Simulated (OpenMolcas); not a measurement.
**HF/ANO-RCC-VDZP (DKH1) run of PI3 (phosphorus triiodide)**

What is the vertical singlet–triplet gap of PI3 (phosphorus triiodide) at HF/ANO-RCC-VDZP (DKH1)? 

Program for the calculation: OpenMolcas 26.06.

## 1. The system as given

PI3: 4 atoms, total charge 0, spin state singlet. As SMILES, `IP(I)I`. The coordinates come from a GFN2-xTB relaxation.

Bond lengths: I1–P2 2.441 Å, P2–I3 2.441 Å, P2–I4 2.440 Å. Angles: I1–P2–I3 103.0°, I1–P2–I4 103.0°, I3–P2–I4 103.0°.

## 2. A single-point energy at HF/ANO-RCC-VDZP (DKH1)

struct.xyz reads:

```xyz
4

I      0.737850     0.258540     2.079430
P      0.703540    -0.047490    -0.342230
I     -0.732840    -2.000610    -0.628710
I     -0.708550     1.789560    -1.108490
```

job.inp reads:

```
* I3P Hartree-Fock
>>> EXPORT MOLCAS_PRINT=2
&gateway
coord=struct.xyz
basis=ANO-RCC-VDZP
group=NoSym
&seward
relativistic=R01O00
expert
&scf
prorbitals=1 1
```

Command:

```console
$ export MOLCAS_MEM=1860
$ pymolcas job.inp > job.log
```

The program printed (excerpt; [...] marks lines left out):

```text
--- Start Module: gateway ---
[...]
--- Stop Module: gateway /rc=_RC_ALL_IS_WELL_ ---
--- Start Module: seward ---
[...]
 ###    WARNING:  EXPERT option is ON!                                       ###
 ###############################################################################
               SEWARD will generate:
[...]
      Basis functions          147
--- Stop Module: seward /rc=_RC_ALL_IS_WELL_ ---
[...]
--- Start Module: scf ---
[...]
       Convergence after  12 Iterations
[...]
::    Total SCF energy                             -21821.2805320593
[...]
      Total spin, S                                     0.0000000000
[...]
      Total electronic charge=  174.000000
      Total            charge=   -0.000000
[...]
      Dipole Moment (debye):
      Origin of the operator (angstrom)=   -0.1639    0.0111    0.0797
                   X=  7.0511E-02               Y= -1.5907E-03               Z= -3.6033E-02           Total=  7.9201E-02
      Quadrupole Moment (debye*angstrom):
[...]
--- Stop Module: scf /rc=_RC_ALL_IS_WELL_ ---
[...]
```

Run time: 100 s. Hardware: 1 thread of Arm Neoverse V1, shared host; peak memory 0.91 GiB.

## 3. The triplet

struct.xyz is that of step 2.

job.input reads:

```
* I3P Hartree-Fock

&GATEWAY
  Coord = struct.xyz
  Basis = ANO-RCC-VDZP
  Group = NoSym

&SEWARD
  Relativistic = R01O00
  Expert

&SCF
  UHF
  Spin = 3
  PrOrbitals = 1 1
```

Command:

```console
$ export MOLCAS_MEM=1860
$ pymolcas job.input > job.log
```

The program printed (excerpt; [...] marks lines left out):

```text
--- Start Module: gateway ---
[...]
--- Stop Module: gateway /rc=_RC_ALL_IS_WELL_ ---
--- Start Module: seward ---
[...]
 ###    WARNING:  EXPERT option is ON!                                       ###
 ###############################################################################
               SEWARD will generate:
[...]
      Basis functions          147
--- Stop Module: seward /rc=_RC_ALL_IS_WELL_ ---
[...]
--- Start Module: scf ---
[...]
       Convergence after  26 Iterations
[...]
::    Total SCF energy                             -21821.1717971167
[...]
      Total spin, S                                     1.0247729527
[...]
      Total electronic charge=  174.000000
      Total            charge=   -0.000000
[...]
      Dipole Moment (debye):
      Origin of the operator (angstrom)=   -0.1639    0.0111    0.0797
                   X=  4.3948E-01               Y= -1.6236E-02               Z= -2.2334E-01           Total=  4.9324E-01
      Quadrupole Moment (debye*angstrom):
[...]
--- Stop Module: scf /rc=_RC_ALL_IS_WELL_ ---
[...]
```

It took 2.2 min on 1 thread of Arm Neoverse V1, shared host; peak memory 0.92 GiB.

## 4. Outcome

At HF/ANO-RCC-VDZP (DKH1):

```
                                        quantity            value
                           singlet: total energy  -21821.28053 Eh
                          singlet: dipole moment           0.08 D
                            singlet: HOMO energy         -9.50 eV
                            singlet: LUMO energy          0.26 eV
                          singlet: HOMO–LUMO gap          9.76 eV
                           triplet: total energy  -21821.17180 Eh
                          triplet: dipole moment           0.49 D
     triplet: HOMO energy (highest over α and β)         -6.56 eV
      triplet: LUMO energy (lowest over α and β)         -2.67 eV
                                   triplet: ⟨S²⟩            2.075
vertical energy of the triplet above the singlet         2.959 eV
```

In words: At this shape the triplet lies 2.96 eV (285 kJ/mol) above the singlet. Mulliken charges (singlet) run from -0.03 on I3 to +0.09 on P2; they depend strongly on the basis. Mulliken charges (triplet) run from -0.06 on I3 to +0.18 on P2.
